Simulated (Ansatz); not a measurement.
# C6H16Cl2HfN2: up Jacob's ladder to CCSD(T)

The task here is to estimate one member of a computed series from the others.

Method: functionals in def2-TZVPP, the program's frozen cores in correlated methods; program: Ansatz 0.2.0, Gaussian basis.

Plan: LDA (SPW92), PBE-D4, revPBE-D4, BLYP-D4, r2SCAN-D4, B97M-V, PBE0-D4, B3LYP-D4, r2SCANh-D4, r2SCAN0-D4, HSE06-D4, BHLYP-D4, CAM-B3LYP-D4, LC-ωPBE, ωB97X-V, ωB97M-V, B2PLYP, PBE-QIDH; CCSD(T)/def2-SVP; CCSD(T)/def2-TZVPP; MP2/def2-QZVPP; extrapolation to the limit; RPA on PBE.

## Structure used throughout

All runs share one geometry, relaxed beforehand with PBE0-D4 in a triple-zeta def2 set. Hf takes the def2 core potential; no spin-orbit term is included.

SMILES `CC[N](CC)[Hf]([Cl])([Cl])[N](C)C`, 27 atoms, charge 0, spin multiplicity 1.

Atoms are counted from 1 here; the program's logs count them from 0.

Bond lengths: C1–C2 1.521 Å, C1–H12 1.093 Å, C1–H13 1.093 Å, C1–H14 1.092 Å, C2–N3 1.458 Å, C2–H15 1.100 Å, C2–H16 1.095 Å, N3–C4 1.449 Å, N3–Hf6 2.017 Å, C4–C5 1.516 Å, C4–H17 1.099 Å, C4–H18 1.100 Å, C5–H19 1.091 Å, C5–H20 1.096 Å, C5–H21 1.092 Å, Hf6–Cl7 2.375 Å, Hf6–Cl8 2.380 Å, Hf6–N9 2.006 Å and more. Angles: C2–C1–H12 110.2°, C2–C1–H13 110.6°, C2–C1–H14 112.0°, H12–C1–H13 108.1°, H12–C1–H14 107.5°, H13–C1–H14 108.2°, C1–C2–N3 114.3°, C1–C2–H15 109.7°, C1–C2–H16 108.6°, N3–C2–H15 109.0°, N3–C2–H16 108.9°, H15–C2–H16 105.9°, C2–N3–C4 113.3°, C2–N3–Hf6 119.3°, C4–N3–Hf6 127.3°, N3–C4–C5 112.9°, N3–C4–H17 110.2°, N3–C4–H18 109.2° and more.

As a file:

```
C     1.32632    2.58884   -0.71646
C     0.27793    2.40434    0.37028
N    -0.51238    1.18538    0.24104
C    -1.42190    1.20773   -0.88688
C    -2.33687    0.00028   -0.93039
Hf   -0.22821   -0.32085    1.55271
Cl    1.29490    0.30221    3.26556
Cl   -2.21249   -1.22920    2.50330
N     0.64941   -1.77384    0.48390
C     1.04852   -1.86377   -0.89600
C     0.95537   -2.97054    1.23913
H     1.90006    3.50092   -0.53570
H     2.02248    1.74630   -0.72663
H     0.87765    2.67328   -1.70813
H    -0.39919    3.27099    0.38364
H     0.78045    2.40018    1.34366
H    -0.85691    1.26075   -1.82788
H    -2.03047    2.12362   -0.84393
H    -2.96738    0.03542   -1.82065
H    -1.76953   -0.93598   -0.97535
H    -2.99111   -0.03946   -0.05701
H     2.12986   -2.03694   -0.98798
H     0.81170   -0.93924   -1.42515
H     0.54024   -2.69294   -1.40900
H     2.03352   -3.17875    1.24441
H     0.64259   -2.87023    2.28644
H     0.43540   -3.84850    0.83306
```

Set-up of the first run:

Contents of in.yaml:

```yaml
crystal:
  periodic: [false, false, false]
  atoms:
    - {symbol: C, position_ang: [1.326324, 2.588841, -0.716457]}
    - {symbol: C, position_ang: [0.277933, 2.404335, 0.370284]}
    - {symbol: N, position_ang: [-0.512382, 1.185376, 0.241044]}
    - {symbol: C, position_ang: [-1.421900, 1.207726, -0.886879]}
    - {symbol: C, position_ang: [-2.336871, 0.000283, -0.930389]}
    - {symbol: Hf, position_ang: [-0.228211, -0.320854, 1.552712]}
    - {symbol: Cl, position_ang: [1.294896, 0.302209, 3.265557]}
    - {symbol: Cl, position_ang: [-2.212485, -1.229200, 2.503295]}
    - {symbol: N, position_ang: [0.649408, -1.773836, 0.483899]}
    - {symbol: C, position_ang: [1.048523, -1.863767, -0.895996]}
    - {symbol: C, position_ang: [0.955370, -2.970536, 1.239133]}
    - {symbol: H, position_ang: [1.900058, 3.500921, -0.535695]}
    - {symbol: H, position_ang: [2.022484, 1.746298, -0.726631]}
    - {symbol: H, position_ang: [0.877650, 2.673279, -1.708127]}
    - {symbol: H, position_ang: [-0.399185, 3.270985, 0.383638]}
    - {symbol: H, position_ang: [0.780454, 2.400179, 1.343662]}
    - {symbol: H, position_ang: [-0.856906, 1.260752, -1.827884]}
    - {symbol: H, position_ang: [-2.030471, 2.123619, -0.843931]}
    - {symbol: H, position_ang: [-2.967381, 0.035415, -1.820650]}
    - {symbol: H, position_ang: [-1.769534, -0.935982, -0.975345]}
    - {symbol: H, position_ang: [-2.991114, -0.039458, -0.057009]}
    - {symbol: H, position_ang: [2.129858, -2.036943, -0.987976]}
    - {symbol: H, position_ang: [0.811702, -0.939240, -1.425155]}
    - {symbol: H, position_ang: [0.540242, -2.692944, -1.409003]}
    - {symbol: H, position_ang: [2.033521, -3.178748, 1.244406]}
    - {symbol: H, position_ang: [0.642594, -2.870230, 2.286437]}
    - {symbol: H, position_ang: [0.435402, -3.848500, 0.833059]}
basis:
  gaussian: {orbitals: def2-TZVPP}
hamiltonian: {xc: lda}
output: {orbitals: {seedname: orbitals}}
```

Command:

```
$ ansatz run in.yaml --threads 11 --pin off --events-out ev --progress --plain --max-ram 120832MiB --backend cuda --devices 0, --max-vram 75GiB
```

Steps of the session up to this table: LDA; PBE-D4 (GGA); revPBE-D4 (GGA); BLYP-D4 (GGA); r2SCAN-D4 (meta-GGA); B97M-V (meta-GGA); B3LYP-D4 (hybrid); r2SCANh-D4 (hybrid); r2SCAN0-D4 (hybrid); HSE06-D4 (hybrid); BHLYP-D4 (hybrid); CAM-B3LYP-D4 (range-separated); LC-ωPBE (range-separated); ωB97X-V (range-separated); ωB97M-V (range-separated); B2PLYP (double hybrid); PBE-QIDH (double hybrid).

One of the session's tables, all rows but one given; the rest of the session is left out.

It belongs to the step «Orbital energies across the functionals». 

```
  functional  HOMO (eV)  gap (eV)
 LDA (SPW92)          ?         ?
      PBE-D4      -5.48      3.91
   revPBE-D4      -5.42      3.96
     BLYP-D4      -5.36      3.93
   r2SCAN-D4      -5.70      4.34
      B97M-V      -5.82      4.43
     PBE0-D4      -6.72      6.04
    B3LYP-D4      -6.52      5.63
  r2SCANh-D4      -6.17      5.13
  r2SCAN0-D4      -6.89      6.33
    HSE06-D4      -6.33      5.27
    BHLYP-D4      -7.90      8.27
CAM-B3LYP-D4      -8.07      8.51
     LC-ωPBE      -9.39     11.01
     ωB97X-V      -9.07     10.56
     ωB97M-V      -8.98     10.32
```

**Question.** Estimate the row for LDA (SPW92).

**Answer.** HOMO (eV): -5.61; gap (eV): 3.77. In the column «HOMO (eV)» it lies between r2SCAN-D4 (-5.70) and PBE-D4 (-5.48).
